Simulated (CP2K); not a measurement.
The system is NiMoIrPdW.

```
Ni Mo Pd Ir W
1.0
     4.11705    0.00000    0.00000
    -2.05853    3.56547    0.00000
     0.00000    0.00000    5.44580
Ni Mo Pd Ir W
1 1 1 1 1
Direct
  0.00000 0.00000 0.95775
  0.66667 0.33333 0.96161
  0.66667 0.33333 0.46295
  0.33333 0.66667 0.72572
  0.33333 0.66667 0.23642
```

The cell was built by a generator and needn't be a form met in nature.

Base run:

- Program: CP2K 2026.2
- Functional: vdW-DF-cx
- Potentials or basis: GTH_POTENTIALS Ni GTH-PBE-q18, Pd GTH-PBE-q18, Ir GTH-PBE-q17, W GTH-PBE-q14; POTENTIAL_UZH Mo GTH-PBE-q14; TZVP-MOLOPT-SR-GTH, TZVP-MOLOPT-PBE-GTH basis
- Density cutoff: 13606 eV
- k mesh: 8 × 8 × 5
- Occupations: fermi-dirac, width 0.05 eV
- Spin: collinear spin, ferromagnetic start
- Starting moments: [1.0, 1.0, 0.0, 0.6, 0.0] μB

Its results: band gap on the k mesh none (metal or under the smearing width); pressure -6.1 GPa; net moment 0.00 μB per cell.

Task: The run is repeated on the same cell with these changes: functional from vdW-DF-cx to LDA. What comes out?

Result: Band gap on the k mesh none (metal or under the smearing width); pressure -11.6 GPa; net moment 0.00 μB per cell.

Caveats: the potentials were made for another functional, which shifts forces and pressure; the basis of atomic orbitals isn't converged, which shifts pressures, moduli and gaps.

Not every run made on this cell is shown here.
